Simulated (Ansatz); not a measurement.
# HoMoN2: the cost of one run

Computed with Ansatz 0.2.0 (DFT PBE, scalar-relativistic, plane waves, PAW; 4f electrons in the core of a trivalent norm-conserving potential, unless a step names another level, unless a step's input says otherwise).

1 further run of the same task is left out (it didn't finish).

## Step 1: The structure to begin with

It takes space group P4/mmm (No. 123, tetragonal). The conventional cell has a = 3.989 Å, b = 3.989 Å, c = 3.213 Å, α = 90.00°, β = 90.00°, γ = 90.00°. Ho (site symmetry 4/mmm) has 8 N at 2.56 Å as nearest neighbours. Mo (site symmetry 4/mmm) has 4 N at 1.99 Å as nearest neighbours. N (site symmetry mmm) is surrounded by 2 Mo at 1.99 Å and 4 Ho at 2.56 Å.

Coordinates:

```
Ho Mo N
1.0
     3.98913    0.00000    0.00000
     0.00000    3.98913    0.00000
     0.00000    0.00000    3.21313
Ho Mo N
1 1 2
Direct
  0.50000 0.50000 0.00000
  0.00000 0.00000 0.50000
  0.50000 0.00000 0.50000
  0.00000 0.50000 0.50000
```

It came out lowest among 19 distinct ends of the trial cells. At a tolerance of 0.05 Å it has space group P4/mmm (No. 123).

## Step 2: Tight relaxation for the response runs, on the response runs' mesh and smearing

File input.yaml:

```yaml
crystal:
  lattice:
    - [3.9891296997, 0.0, 0.0]
    - [0.0, 3.9891296997, 0.0]
    - [0.0, 0.0, 3.2131295349]
  atoms:
    - { symbol: Ho, position: [0.5, 0.5, 0.0] }
    - { symbol: Mo, position: [0.0, 0.0, 0.5] }
    - { symbol: "N", position: [0.5, 0.0, 0.5] }
    - { symbol: "N", position: [0.0, 0.5, 0.5] }
basis:
  ecutwfc: 690
kpoints:
  mp_grid: { grid: [10, 10, 12] }
hamiltonian:
  xc: pbe
  pseudopotentials:
    kind: paw
    azcp: { Ho: "pseudopotentials/pbe/nc/lanthanide_3plus/Ho.nc.azcp" }
scf:
  occupations: { method: gaussian, width: 0.1 }
output:
  forces: true
  stress: true
  eigenvalues: true
relax:
  adjacent_minimum: "off"
  f_tol: 0.001
  max_steps: 60
  cell: { stress_tol: 0.01 }
```

On the command line:

```console
$ ansatz run input.yaml --threads 3 --pin off --max-ram 8448MiB --backend cpu --events-out ev --progress --plain --runs-dir out
```

**Question.** How long does this run take on 3 threads of Arm Neoverse V2, shared host, and how much memory does it need?

About 31 s, with a peak of 0.57 GiB.
